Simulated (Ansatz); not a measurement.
**C2H3ClHfO2: basis-set convergence**

How large a basis does C2H3ClHfO2 need? Two functionals are run in growing sets.

Method: one geometry, several basis sets; program: Ansatz 0.2.0, Gaussian basis.

Plan: PBE0-D4/def2-SVP; ωB97M-V/def2-SVP; PBE0-D4/def2-QZVPP; ωB97M-V/def2-QZVPP; the functionals' def2-TZVPP values are taken from earlier runs.

1 further run of the same task is left out (for a known fault of the program). Runs told in other sessions of the task aren't counted.

## Step 1: The geometry

All runs share one geometry, relaxed beforehand with PBE0-D4 in a triple-zeta def2 set. Hf takes the def2 core potential; no spin-orbit term is included.

SMILES `C#[C][Hf]([OH])([OH])[Cl]`, 9 atoms, charge 0, spin multiplicity 1.

Atoms are counted from 1 here; the program's logs count them from 0.

Bond lengths: C1–C2 1.214 Å, C1–H7 1.067 Å, C2–Hf3 2.188 Å, Hf3–O4 1.900 Å, Hf3–O5 1.900 Å, Hf3–Cl6 2.362 Å, O4–H8 0.952 Å, O5–H9 0.952 Å. Angles: C2–C1–H7 179.9°, C1–C2–Hf3 178.8°, C2–Hf3–O4 107.2°, C2–Hf3–O5 107.2°, C2–Hf3–Cl6 109.6°, O4–Hf3–O5 112.1°, O4–Hf3–Cl6 110.3°, O5–Hf3–Cl6 110.3°, Hf3–O4–H8 169.1°, Hf3–O5–H9 169.7°.

## Step 2: PBE0-D4 in def2-SVP

Contents of in.yaml:

```yaml
crystal:
  periodic: [false, false, false]
  atoms:
    - {symbol: C, position_ang: [2.362324, -0.325655, -1.319442]}
    - {symbol: C, position_ang: [1.284753, -0.110501, -0.802549]}
    - {symbol: Hf, position_ang: [-0.665100, 0.310597, 0.096757]}
    - {symbol: O, position_ang: [-1.659025, -1.308957, 0.070208]}
    - {symbol: O, position_ang: [-0.346871, 0.925764, 1.866156]}
    - {symbol: Cl, position_ang: [-1.775629, 1.973293, -1.160558]}
    - {symbol: H, position_ang: [3.308769, -0.513492, -1.774937]}
    - {symbol: H, position_ang: [-2.194855, -2.079243, 0.228947]}
    - {symbol: H, position_ang: [-0.314347, 1.128185, 2.795428]}
basis:
  gaussian: {orbitals: def2-SVP}
hamiltonian: {xc: pbe0, dispersion: d4}
output: {orbitals: {seedname: orbitals}}
```

Command:

```bash
$ ansatz run in.yaml --threads 4 --pin off --events-out ev --progress --plain --max-ram 10444MiB
```

The runs that follow: ωB97M-V in def2-SVP; PBE0-D4 in def2-QZVPP; ωB97M-V in def2-QZVPP.

Before running them: what should the planned runs give, taken together? Wanted: PBE0-D4: double and triple zeta above quadruple; ωB97M-V: double and triple zeta above quadruple.

As calculated:

```
                                       quantity           value
PBE0-D4: double and triple zeta above quadruple  12.85, 0.73 eV
ωB97M-V: double and triple zeta above quadruple  12.99, 0.68 eV
```

What this shows: For PBE0-D4 the step from double to triple zeta gains 12.13 eV and the next only 0.73 eV. These are total energies; as a rule much of such shifts cancels in differences, which this series doesn't test.
